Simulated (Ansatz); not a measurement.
F2GeH2, SMILES [F][GeH2][F]: an atomisation energy, run with Ansatz's Python interface.

The script, `run_tae.py`:
```python
# -*- coding: utf-8 -*-
from collections import Counter

import ansatz as az

BASIS = "def2-TZVP"
METHOD = "CCSD(T)"


def single_point(molecule, charge=0, unpaired=0):
    calc = (
        molecule.calculation()
        .basis(gaussian=BASIS)
        .correlation(METHOD)
        .accuracy("medium")
        .scf(lower_state_search="standard")
    )
    if charge:
        calc = calc.charge(charge)
    if unpaired:
        calc = calc.spin("collinear", total=unpaired)
    report = calc.run(threads=1, pin="off").report
    if report["published_state_doubts"]:
        print("  doubts:", report["published_state_doubts"])
    return report["free_energy_ev"]


def main():
    geometry_ang = [
        ("F", (-0.5733, 0.2203, 1.6017)),
        ("Ge", (0.028, -0.0341, -0.0137)),
        ("F", (-1.025, 0.7401, -1.2278)),
        ("H", (0.154, -1.5472, -0.2806)),
        ("H", (1.4661, 0.5472, -0.1209)),
    ]
    geometry = az.Crystal.molecule()
    for symbol, xyz in geometry_ang:
        geometry = geometry.atom(symbol, xyz)

    unpaired = {"F": 1, "Ge": 2, "H": 1}
    counts = Counter(site.symbol for site in geometry.cartesian_sites)
    atom_energy = {s: single_point(az.Crystal.molecule().atom(s, (0, 0, 0)), 0, unpaired[s]) for s in counts}
    whole = single_point(geometry, 0, 0)
    for s, e in atom_energy.items():
        print(f"{s:2s} x{counts[s]}  {e:14.5f} eV")
    print(f"F2GeH2: {whole:.5f} eV")
    split = sum(counts[s] * e for s, e in atom_energy.items()) - whole
    print(f"atomisation energy (no zero-point term): {96.485332 * split:.1f} kJ/mol, {split / sum(counts.values()):.3f} eV an atom")


if __name__ == "__main__":
    main()
```

What does it cost to take this molecule apart into atoms?

1527.1 kJ/mol from the electronic energies, without the zero-point term.

What the script printed:

```console
$ python run_tae.py
F  x2     -2710.93587 eV
Ge x1    -56477.67202 eV
H  x2       -13.60052 eV
F2GeH2: -61942.57254 eV
atomisation energy (no zero-point term): 1527.1 kJ/mol, 3.166 eV an atom
```

Caveats:
- These settings explore the input space; basis and method may be short of convergence.
- The geometry is a force-field or estimated start, not a minimum of this method, and the basis set is short of its limit. All parts are taken at fixed geometry, without zero-point energy.
- The whole script took 12 s on 1 thread of Intel(R) Xeon(R) 6975P-C (Granite Rapids), on a shared host, peak memory 0.69 GiB.

(A comment or docstring line of the script was reworded after the run, the code is as it ran; lines on the test bed's own set-up are left out of the output.)
